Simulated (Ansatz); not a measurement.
# ScH₃O₃: up Jacob's ladder to CCSD(T)

An exercise on one series of results from a longer session: the logs are not shown, and one member is left open.

Method: functionals in def2-TZVPP, the program's frozen cores in correlated methods; program: Ansatz 0.2.0, Gaussian basis.

The runs, in order: LDA (SPW92), PBE-D4, revPBE-D4, BLYP-D4, r2SCAN-D4, B97M-V, PBE0-D4, B3LYP-D4, r2SCANh-D4, r2SCAN0-D4, HSE06-D4, BHLYP-D4, CAM-B3LYP-D4, LC-ωPBE, ωB97X-V, ωB97M-V, B2PLYP, PBE-QIDH; CCSD(T)/def2-SVP; CCSD(T)/def2-TZVPP; MP2/def2-QZVPP; extrapolation to the limit; RPA on PBE.

## The relaxed structure

The geometry comes from an earlier relaxation with PBE0-D4 in a triple-zeta def2 set; it is a stationary point, not always the lowest conformer.

SMILES `[OH][Sc]([OH])[OH]`, 7 atoms, charge 0, spin multiplicity 1.

Atoms are counted from 1 here; the program's logs count them from 0.

Bond lengths: O1–Sc2 1.872 Å, O1–H5 0.952 Å, Sc2–O3 1.872 Å, Sc2–O4 1.872 Å, O3–H6 0.952 Å, O4–H7 0.952 Å. Angles: Sc2–O1–H5 166.2°, O1–Sc2–O3 120.0°, O1–Sc2–O4 120.0°, O3–Sc2–O4 120.0°, Sc2–O3–H6 166.3°, Sc2–O4–H7 166.2°.

Set-up of the first run:

in.yaml reads:

```yaml
crystal:
  periodic: [false, false, false]
  atoms:
    - {symbol: O, position_ang: [-1.547090, 1.039450, 0.175948]}
    - {symbol: Sc, position_ang: [0.000039, -0.000053, -0.000070]}
    - {symbol: O, position_ang: [1.107824, -0.286941, 1.481638]}
    - {symbol: O, position_ang: [0.438972, -0.752320, -1.657275]}
    - {symbol: H, position_ang: [-2.357783, 1.520066, 0.042770]}
    - {symbol: H, position_ang: [1.516489, -0.303611, 2.341140]}
    - {symbol: H, position_ang: [0.841550, -1.216591, -2.384162]}
basis:
  gaussian: {orbitals: def2-TZVPP}
hamiltonian: {xc: lda}
output: {orbitals: {seedname: orbitals}}
```

Steps of the session up to this table: LDA; PBE-D4 (GGA); revPBE-D4 (GGA); BLYP-D4 (GGA); r2SCAN-D4 (meta-GGA); B97M-V (meta-GGA); PBE0-D4 (hybrid); B3LYP-D4 (hybrid); r2SCANh-D4 (hybrid); r2SCAN0-D4 (hybrid); HSE06-D4 (hybrid); BHLYP-D4 (hybrid); CAM-B3LYP-D4 (range-separated); LC-ωPBE (range-separated); ωB97X-V (range-separated); ωB97M-V (range-separated); B2PLYP (double hybrid); PBE-QIDH (double hybrid).

One of the session's tables, all rows but one given; the rest of the session is left out.

It belongs to the step «Frontier levels by functional». 

```
  functional  HOMO (eV)  LUMO (eV)  gap (eV)
 LDA (SPW92)      -6.73      -2.49      4.24
      PBE-D4      -6.52      -2.28      4.23
   revPBE-D4      -6.44      -2.15      4.29
     BLYP-D4      -6.43      -2.32      4.12
   r2SCAN-D4      -6.86      -1.93      4.93
      B97M-V      -6.92      -2.12      4.80
     PBE0-D4      -8.16      -1.37      6.80
    B3LYP-D4      -7.91      -1.76      6.15
  r2SCANh-D4      -7.48      -1.59      5.89
  r2SCAN0-D4      -8.42      -1.13      7.30
    HSE06-D4      -7.75      -1.74      6.02
    BHLYP-D4      -9.78      -0.72      9.06
CAM-B3LYP-D4      -9.67      -0.60      9.07
     LC-ωPBE          ?          ?         ?
     ωB97X-V     -10.67       0.47     11.14
     ωB97M-V     -10.62       0.06     10.68
```

Q: Estimate the row for LC-ωPBE from the others.

As computed: HOMO (eV): -11.01; LUMO (eV): 0.66; gap (eV): 11.68. In the column «HOMO (eV)» it is the lowest.
